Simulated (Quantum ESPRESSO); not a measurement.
# ZrC (P1) in Quantum ESPRESSO: reference runs

Aim: a first look at ZrC with PBE, on the cell as given.

Everything below comes from runs of Quantum ESPRESSO 7.5. Logs are shortened: lines on timing, memory, paths and dates and some standing lists are left out, and cuts for length are marked.

## 1. The structure

The typed cell holds 4 atoms: a = 3.324 Å, b = 3.324 Å, c = 5.757 Å, α = 73.22°, β = 73.22°, γ = 60.00°.

## 2. Single point, PBE

pw.in

```
&CONTROL
  calculation = 'scf'
  prefix = 'pwscf'
  outdir = './tmp'
  pseudo_dir = './pseudo'
  tprnfor = .true.
  tstress = .true.
  disk_io = 'nowf'
/
&SYSTEM
  ibrav = 0
  nat = 4
  ntyp = 2
  ecutwfc = 55
  ecutrho = 440
  nbnd = 24
  occupations = 'smearing'
  smearing = 'fd'
  degauss = 0.00367493
/
&ELECTRONS
  conv_thr = 8d-10
  electron_maxstep = 120
  mixing_beta = 0.5
/
ATOMIC_SPECIES
Zr    91.2240 Zr_pbe_v1.uspp.F.UPF
C     12.0110 C.pbe-n-kjpaw_psl.1.0.0.UPF
CELL_PARAMETERS angstrom
   0.0000000000   -2.3502100000   -2.3502100000
  -2.3502100000    0.0000000000   -2.3502100000
   2.3502100000    2.3502100000   -4.7004200000
ATOMIC_POSITIONS crystal
Zr     0.7483821600    0.7526735900    0.7459206100
Zr     0.2516178400    0.2473264100    0.2540793900
C      0.5002089300    0.4981093600    0.5029056200
C      0.9997910700    0.0018906400    0.9970943800
K_POINTS automatic
9 9 5 0 0 0
```

Potentials or basis: SSSP 1.3 efficiency PBE.

Command:

```sh
> OMP_NUM_THREADS=1 pw.x -in pw.in > pw.out
```

pw.out:

```text
This program is part of the open-source Quantum ESPRESSO suite
     for quantum simulation of materials; please cite
         "P. Giannozzi et al., J. Phys.:Condens. Matter 21 395502 (2009);
         "P. Giannozzi et al., J. Phys.:Condens. Matter 29 465901 (2017);
         "P. Giannozzi et al., J. Chem. Phys. 152 154105 (2020);
     in publications or presentations arising from this work. More details at

     file C.pbe-n-kjpaw_psl.1.0.0.UPF: wavefunction(s)  2S 2P renormalized

     G-vector sticks info
     --------------------
     sticks:   dense  smooth     PW     G-vecs:    dense   smooth      PW
     Sum        1189     595    199                54639    19261    3405

     Using Slab Decomposition

     bravais-lattice index     =            0
     lattice parameter (alat)  =       6.2809  a.u.
     unit-cell volume          =     350.4101 (a.u.)^3
     number of atoms/cell      =            4
     number of atomic types    =            2
     number of electrons       =        32.00
     number of Kohn-Sham states=           24
     kinetic-energy cutoff     =      55.0000  Ry
     charge density cutoff     =     440.0000  Ry
     scf convergence threshold =      8.0E-10
     mixing beta               =       0.5000
     number of iterations used =            8  plain     mixing
     Exchange-correlation= SLA  PW   PBX  PBC
                           (   1   4   3   4   0   0   0)

     celldm(1)=   6.280881  celldm(2)=   0.000000  celldm(3)=   0.000000
     celldm(4)=   0.000000  celldm(5)=   0.000000  celldm(6)=   0.000000

     crystal axes: (cart. coord. in units of alat)
               a(1) = (   0.000000  -0.707107  -0.707107 )
               a(2) = (  -0.707107   0.000000  -0.707107 )
               a(3) = (   0.707107   0.707107  -1.414214 )

     reciprocal axes: (cart. coord. in units 2 pi/alat)
               b(1) = (  0.353553 -1.060660 -0.353553 )
               b(2) = ( -1.060660  0.353553 -0.353553 )
               b(3) = (  0.353553  0.353553 -0.353553 )

     PseudoPot. # 1 for Zr read from file:
     Zr_pbe_v1.uspp.F.UPF
     Pseudo is Ultrasoft + core correction, Zval = 12.0
     Generated by new atomic code, or converted to UPF format
     Using radial grid of  887 points,  6 beta functions with:
                l(1) =   0
                l(2) =   0
                l(3) =   1
                l(4) =   1
                l(5) =   2
                l(6) =   2
     Q(r) pseudized with  6 coefficients,  rinner =    1.200   1.200   1.200
                                                       1.200   1.200

     PseudoPot. # 2 for C  read from file:
     C.pbe-n-kjpaw_psl.1.0.0.UPF
     Pseudo is Projector augmented-wave + core cor, Zval =  4.0
     Generated using "atomic" code by A. Dal Corso  v.5.1
     Shape of augmentation charge: PSQ
     Using radial grid of 1073 points,  4 beta functions with:
                l(1) =   0
                l(2) =   0
                l(3) =   1
                l(4) =   1
     Q(r) pseudized with 0 coefficients

     atomic species   valence    mass     pseudopotential
     Zr               12.00    91.22400     Zr( 1.00)
     C                 4.00    12.01100     C ( 1.00)

     No symmetry found

   Cartesian axes

     site n.     atom                  positions (alat units)
         1        Zr     tau(   1) = (  -0.0047751  -0.0017406  -2.1162977  )
         2        Zr     tau(   2) = (   0.0047751   0.0017406  -0.7121294  )
         3        C      tau(   3) = (   0.0033915   0.0019068  -1.4171336  )
         4        C      tau(   4) = (   0.7037153  -0.0019068  -2.1184003  )

     number of k points=   543  Fermi-Dirac smearing, width (Ry)=  0.0037

     Number of k-points >= 100: set verbosity='high' to print them.

     Dense  grid:    54639 G-vectors     FFT dimensions: (  45,  45,  75)

     Smooth grid:    19261 G-vectors     FFT dimensions: (  30,  30,  54)

     Check: negative core charge=   -0.000001

     Initial potential from superposition of free atoms

     starting charge      31.9956, renormalised to      32.0000

     negative rho (up, down):  1.204E-01 0.000E+00
     Starting wfcs are   34 randomized atomic wfcs

     Self-consistent Calculation

     iteration #  1     ecut=    55.00 Ry     beta= 0.50
     Davidson diagonalization with overlap
     ethr =  1.00E-02,  avg # of iterations =  2.0

     negative rho (up, down):  1.239E-01 0.000E+00

     total energy              =    -234.95110008 Ry
     estimated scf accuracy    <       1.23426050 Ry

     iteration #  2     ecut=    55.00 Ry     beta= 0.50
     Davidson diagonalization with overlap
     ethr =  3.86E-03,  avg # of iterations =  2.8

     negative rho (up, down):  1.245E-01 0.000E+00

     total energy              =    -235.33097094 Ry
     estimated scf accuracy    <       0.73785935 Ry

     iteration #  3     ecut=    55.00 Ry     beta= 0.50
     Davidson diagonalization with overlap
     ethr =  2.31E-03,  avg # of iterations =  2.0

     negative rho (up, down):  1.249E-01 0.000E+00

     total energy              =    -235.44016927 Ry
     estimated scf accuracy    <       0.01931223 Ry

     iteration #  4     ecut=    55.00 Ry     beta= 0.50
     Davidson diagonalization with overlap
     ethr =  6.04E-05,  avg # of iterations =  3.9

     negative rho (up, down):  1.265E-01 0.000E+00

     total energy              =    -235.44442159 Ry
     estimated scf accuracy    <       0.00322351 Ry

     iteration #  5     ecut=    55.00 Ry     beta= 0.50
     Davidson diagonalization with overlap
     ethr =  1.01E-05,  avg # of iterations =  2.7

     negative rho (up, down):  1.267E-01 0.000E+00

     total energy              =    -235.44476716 Ry
     estimated scf accuracy    <       0.00048855 Ry

     iteration #  6     ecut=    55.00 Ry     beta= 0.50
     Davidson diagonalization with overlap
     ethr =  1.53E-06,  avg # of iterations =  2.7

     negative rho (up, down):  1.267E-01 0.000E+00

     total energy              =    -235.44475445 Ry
     estimated scf accuracy    <       0.00011720 Ry

     iteration #  7     ecut=    55.00 Ry     beta= 0.50
     Davidson diagonalization with overlap
     ethr =  3.66E-07,  avg # of iterations =  2.0

     negative rho (up, down):  1.267E-01 0.000E+00

     total energy              =    -235.44476614 Ry
     estimated scf accuracy    <       0.00000827 Ry

     iteration #  8     ecut=    55.00 Ry     beta= 0.50
     Davidson diagonalization with overlap
     ethr =  2.58E-08,  avg # of iterations =  2.3

     negative rho (up, down):  1.267E-01 0.000E+00

     total energy              =    -235.44476642 Ry
     estimated scf accuracy    <       0.00000165 Ry

     iteration #  9     ecut=    55.00 Ry     beta= 0.50
     Davidson diagonalization with overlap
     ethr =  5.15E-09,  avg # of iterations =  2.8

     negative rho (up, down):  1.267E-01 0.000E+00

     total energy              =    -235.44476691 Ry
     estimated scf accuracy    <       0.00000011 Ry

     iteration # 10     ecut=    55.00 Ry     beta= 0.50
     Davidson diagonalization with overlap
     ethr =  3.53E-10,  avg # of iterations =  2.0

     negative rho (up, down):  1.267E-01 0.000E+00

     total energy              =    -235.44476690 Ry
     estimated scf accuracy    <       0.00000006 Ry

     iteration # 11     ecut=    55.00 Ry     beta= 0.50
     Davidson diagonalization with overlap
     ethr =  1.72E-10,  avg # of iterations =  2.0

     negative rho (up, down):  1.267E-01 0.000E+00

     End of self-consistent calculation

     Number of k-points >= 100: set verbosity='high' to print the bands.

     the Fermi energy is    14.9720 ev

!    total energy              =    -235.44476691 Ry
     estimated scf accuracy    <          5.7E-10 Ry
     smearing contrib. (-TS)   =      -0.00049106 Ry
     internal energy E=F+TS    =    -235.44427585 Ry

     The total energy is F=E-TS. E is the sum of the following terms:
     one-electron contribution =     -14.52755350 Ry
     hartree contribution      =      25.00085890 Ry
     xc contribution           =     -44.88427724 Ry
     ewald contribution        =    -188.68704827 Ry
     one-center paw contrib.   =     -12.34625574 Ry

     convergence has been achieved in  11 iterations

     negative rho (up, down):  1.267E-01 0.000E+00

     Forces acting on atoms (cartesian axes, Ry/au):

     atom    1 type  1   force =     0.01913558    0.01456544   -0.01946117
     atom    2 type  1   force =    -0.01861243   -0.01449954    0.01899067
     atom    3 type  2   force =    -0.00797600   -0.00548708    0.00722946
     atom    4 type  2   force =     0.00745285    0.00542119   -0.00675896

     Total force =     0.046379     Total SCF correction =     0.000012

     Computing stress (Cartesian axis) and pressure

     negative rho (up, down):  1.267E-01 0.000E+00
          total   stress  (Ry/bohr**3)                   (kbar)     P=       11.57
   0.00008161   0.00000102  -0.00000334           12.01        0.15       -0.49
   0.00000102   0.00007278  -0.00000120            0.15       10.71       -0.18
  -0.00000334  -0.00000120   0.00008164           -0.49       -0.18       12.01

=------------------------------------------------------------------------------=
   JOB DONE.
=------------------------------------------------------------------------------=
```

Wall time 4.2 min (1 thread of Intel Xeon 6975P-C (Granite Rapids), shared host); peak memory 0.72 GiB.

Results:

| Property | Result |
| --- | --- |
| Free energy | -3203.3892 eV |
| Pressure | 1.2 GPa |
| Largest force | 0.795 eV/Å |
| Band gap on the k mesh | none (metal or under the smearing width) |

Forces in eV/Å, atoms in the order of the input:
```
Zr   0.492  0.374 -0.500
Zr  -0.479 -0.373  0.488
C   -0.205 -0.141  0.186
C    0.192  0.139 -0.174
```

Stress tensor (GPa, compression positive):
```
 1.20  0.02 -0.05
 0.02  1.07 -0.02
-0.05 -0.02  1.20
```
